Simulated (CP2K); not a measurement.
Runs of CP2K 2026.2 on WF. The structure is trigonal, space group R3m (No. 160). The conventional cell has a = 2.732 Å, b = 2.732 Å, c = 15.209 Å, α = 90.00°, β = 90.00°, γ = 120.00°. Around W (site symmetry 3m) lie 1 F at 1.87 Å. F (site symmetry 3m) has 1 W at 1.87 Å as nearest neighbours. The cell was built by a generator and needn't be a form met in nature.

| task | level | potentials or basis | EPS_DEFAULT | NGRIDS | points a segment of the path (NPOINTS) | bands added on the path | CUTOFF of the grids | gap on the mesh (eV) | pressure (GPa) | largest force (eV/Å) |
| --- | --- | --- | --- | --- | --- | --- | --- | --- | --- | --- |
| band structure | RPBE | POTENTIAL_UZH W GTH-PBE-q14, F GTH-PBE-q7; TZVP-MOLOPT-PBE-GTH basis | 1.0E-9 | 4 | 6 | 6 | 1100 Ry | none | 2.1 | 0.12 |
| band structure | vdW-DF-cx | POTENTIAL_UZH W GTH-PBE-q14, F GTH-PBE-q7; TZVP-MOLOPT-PBE-GTH basis | 1.0E-9 | 4 | 6 | 6 | 1100 Ry | none | -4.1 | - |
| band structure | r2SCAN | POTENTIAL_UZH W GTH-SCAN-q14, F GTH-SCAN-q7; TZVP-MOLOPT-SCAN-GTH basis | 1.0E-9 | 4 | 10 | 2 | 1100 Ry | none | -6.2 | (a) |
| band structure | LDA | POTENTIAL_UZH W GTH-PBE-q14, F GTH-PBE-q7; TZVP-MOLOPT-PBE-GTH basis | 1.0E-9 | 4 | 6 | 6 | 1100 Ry | none | (b) | 0.74 |

Alike in all rows: no spin polarisation; cell as given; k mesh 11 × 11 × 11; smearing fermi-dirac 0.05 eV.

Question: Estimate the missing entries.

Answer: (a) 0.70; (b) -8.1.

Caveats: the basis of atomic orbitals isn't converged, which shifts pressures, moduli and gaps; an odd number of electrons without spin polarisation forces a metal; a magnetic or distorted state may lie lower; the potentials were made for another functional, which shifts forces and pressure (some runs); the forces don't sum to zero, a sign of grid noise (some runs).

A k mesh can miss the band edges, and the runs leave out spin-orbit coupling on W.

A gap of «none» marks a metal or a gap under the smearing width.

Not every run made on this cell is shown here.
